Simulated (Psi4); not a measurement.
**Si2H4F2 (SMILES F[SiH2][SiH2]F): B2PLYP/def2-SVP (density fitting, density fitting for correlation, sweep point 6)**

Wanted: the energy of Si2H4F2. Input form: a Python script.

The calculation is run with Psi4 1.11.

29 further runs of the same task are left out: 29 set aside as unsound or not needed. Runs told in other sessions of the task aren't counted.

## Step 1: The structure to begin with

Si2H4F2 has 8 atoms, charge 0, and is taken as a singlet. SMILES: `F[SiH2][SiH2]F`. The shape is that of a PBE0-D4/def2-TZVP optimisation. This is one conformer, not always the lowest.

Bond lengths: F1–Si2 1.605 Å, Si2–Si3 2.350 Å, Si3–F4 1.605 Å, Si2–H5 1.485 Å, Si2–H6 1.487 Å, Si3–H7 1.487 Å, Si3–H8 1.485 Å. Some angles: F1–Si2–Si3 110.4°, Si2–Si3–F4 110.4°, F1–Si2–H5 108.0°, F1–Si2–H6 108.1°, Si3–Si2–H5 111.7°, Si3–Si2–H6 109.2°, Si2–Si3–H7 109.2°, Si2–Si3–H8 111.7°, F4–Si3–H7 108.1°, F4–Si3–H8 108.0°.

## Step 2: The energy at B2PLYP/def2-SVP (density fitting, density fitting for correlation, sweep point 6)

calc.py

```python
import psi4

psi4.set_memory(1600000000)
psi4.set_num_threads(1)
psi4.set_output_file('output.dat', False)

mol = psi4.geometry("""
0 1
F     -1.934800     1.205800    -0.274500
Si    -0.357800     1.128100     0.012400
Si     0.358600    -1.109600     0.044100
F      0.281000    -1.742000    -1.428800
H      0.340100     1.914200    -1.037000
H     -0.099800     1.743700     1.341600
H      1.774800    -1.164000     0.495400
H     -0.477100    -1.941900     0.946800
symmetry c1
""")

options = {'basis': 'def2-SVP', 'puream': True, 'scf_type': 'df', 'num_frozen_docc': 12, 'dft_radial_points': 99, 'dft_spherical_points': 590}
psi4.set_options(options)

result = psi4.energy('b2plyp')
print(f'b2plyp energy: {result:.10f} Eh')
```

The run is started by

```console
python calc.py
```

output.dat:

```text
[...]
  Running in c1 symmetry.
[...]
  Nuclear repulsion =  221.605031983874795
[...]
  Multiplicity = 1
[...]
  Nalpha       = 25
  Nbeta        = 25
[...]
    Number of basis functions: 84
[...]
   @DF-RKS iter   1:  -780.16785303882386   -6.74937e-01   5.25170e-03 DIIS/ADIIS
[...]
   @DF-RKS iter   7:  -780.23610280476169   -1.28647e-08   1.92973e-07 DIIS
[...]
    Orbital Energies [Eh]
    ---------------------
    Doubly Occupied:
       1A    -67.268392     2A    -67.268337     3A    -25.348330
       4A    -25.348306     5A     -5.679608     6A     -5.679546
       7A     -3.938647     8A     -3.938567     9A     -3.935928
      10A     -3.935679    11A     -3.935648    12A     -3.935418
      13A     -1.330483    14A     -1.329794    15A     -0.673145
      16A     -0.630241    17A     -0.544838    18A     -0.543958
      19A     -0.543943    20A     -0.536449    21A     -0.535999
      22A     -0.501962    23A     -0.415877    24A     -0.410336
      25A     -0.350865
[...]
  @DF-RKS Final Energy:  -780.23610280476169
   => Energetics <=
    Nuclear Repulsion Energy =            221.6050319838747953
    One-Electron Energy =               -1524.5528985390747039
    Two-Electron Energy =                 553.4550242308848738
    DFT Exchange-Correlation Energy =     -30.7432604804466720
    Empirical Dispersion Energy =           0.0000000000000000
    VV10 Nonlocal Energy =                  0.0000000000000000
    Total Energy =                       -780.2361028047616855
[...]
 Multipole Moments:
 ------------------------------------------------------------------------------------
     Multipole            Electronic (a.u.)      Nuclear  (a.u.)        Total (a.u.)
 ------------------------------------------------------------------------------------
 L = 1.  Multiply by 2.5417464519 to convert [e a0] to [Debye]
 Dipole X            :         -3.0571435            3.5828033            0.5256597
 Dipole Y            :         -1.0247623            1.2010570            0.1762947
 Dipole Z            :         -3.2510794            3.8103377            0.5592582
 Magnitude           :                                                    0.7875073
[...]
```

Standard output:

```text
b2plyp energy: -780.4195214465 Eh
```

It took 9 s on 1 thread of Intel Xeon at 2.60GHz (Ice Lake), shared host; peak memory 1 GiB.

## Step 3: Summary of results

At B2PLYP/def2-SVP (density fitting, density fitting for correlation, sweep point 6), 12 core orbitals frozen:

| quantity | value |
| --- | --- |
| total energy | -780.41952 Eh |
| HOMO energy (SCF part's orbitals) | -9.55 eV |
| LUMO energy (SCF part's orbitals) | 0.66 eV |
| HOMO–LUMO gap (SCF part's orbitals) | 10.21 eV |
